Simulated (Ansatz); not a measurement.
# C2H3BClF: basis-set convergence

One table from this session's results is given with a row withheld; the runs are named, their logs left out.

The runs use Ansatz 0.2.0, Gaussian basis; one geometry, several basis sets.

Levels to be run: PBE0-D4/def2-SVP; ωB97M-V/def2-SVP; PBE0-D4/def2-QZVPP; ωB97M-V/def2-QZVPP; the functionals' def2-TZVPP values are taken from earlier runs.

## The geometry

The geometry comes from an earlier relaxation with PBE0-D4 in a triple-zeta def2 set; it is a stationary point, not always the lowest conformer.

SMILES `FB1CC1Cl`, 8 atoms, charge 0, spin multiplicity 1.

Atoms are counted from 1 here; the program's logs count them from 0.

Bond lengths: F1–B2 1.304 Å, B2–C3 1.512 Å, B2–C4 1.519 Å, C3–C4 1.571 Å, C3–H6 1.086 Å, C3–H7 1.089 Å, C4–Cl5 1.760 Å, C4–H8 1.084 Å. Angles: F1–B2–C3 148.6°, F1–B2–C4 147.8°, C3–B2–C4 62.4°, B2–C3–C4 59.0°, B2–C3–H6 124.6°, B2–C3–H7 118.0°, C4–C3–H6 114.2°, C4–C3–H7 117.2°, H6–C3–H7 112.8°, B2–C4–C3 58.6°, B2–C4–Cl5 120.2°, B2–C4–H8 123.3°, C3–C4–Cl5 118.6°, C3–C4–H8 114.4°, Cl5–C4–H8 111.4°.

As a file:

| atom | x (Å) | y (Å) | z (Å) |
| --- | --- | --- | --- |
| F1 | -1.7811 | -0.6996 | 1.2904 |
| B2 | -0.7262 | -0.4201 | 0.5769 |
| C3 | 0.7061 | 0.0628 | 0.5246 |
| C4 | -0.1521 | -0.0700 | -0.7846 |
| Cl5 | -0.6635 | 1.3976 | -1.6098 |
| H6 | 1.5762 | -0.5859 | 0.5536 |
| H7 | 0.9193 | 1.0698 | 0.8790 |
| H8 | 0.2134 | -0.8117 | -1.4858 |

The first run:

The input, in.yaml:

```yaml
crystal:
  periodic: [false, false, false]
  atoms:
    - {symbol: F, position_ang: [-1.781113, -0.699583, 1.290432]}
    - {symbol: B, position_ang: [-0.726152, -0.420052, 0.576950]}
    - {symbol: C, position_ang: [0.706106, 0.062801, 0.524634]}
    - {symbol: C, position_ang: [-0.152087, -0.070047, -0.784642]}
    - {symbol: Cl, position_ang: [-0.663505, 1.397553, -1.609829]}
    - {symbol: H, position_ang: [1.576204, -0.585856, 0.553616]}
    - {symbol: H, position_ang: [0.919346, 1.069753, 0.878982]}
    - {symbol: H, position_ang: [0.213402, -0.811668, -1.485843]}
basis:
  gaussian: {orbitals: def2-SVP}
hamiltonian: {xc: pbe0, dispersion: d4}
output: {orbitals: {seedname: orbitals}}
```

Command:

```
$ ansatz run in.yaml --threads 2 --pin off --events-out ev --progress --plain --max-ram 4352MiB
```

Among the steps run: PBE0-D4 in def2-SVP; ωB97M-V in def2-SVP; PBE0-D4 in def2-QZVPP; ωB97M-V in def2-QZVPP.

One of the session's tables, all rows but one given; the rest of the session is left out.

It belongs to the step «Density functionals: the series». 

```
functional       basis  HOMO (eV)
   PBE0-D4    def2-SVP      -7.32
   PBE0-D4  def2-TZVPP          ?
   PBE0-D4  def2-QZVPP      -7.48
   ωB97M-V    def2-SVP      -9.54
   ωB97M-V  def2-TZVPP      -9.70
   ωB97M-V  def2-QZVPP      -9.74
```

**Question.** Estimate the row for PBE0-D4, def2-TZVPP.

**Answer.** HOMO (eV): -7.45. In the column «HOMO (eV)» it lies between PBE0-D4, def2-QZVPP (-7.48) and PBE0-D4, def2-SVP (-7.32).
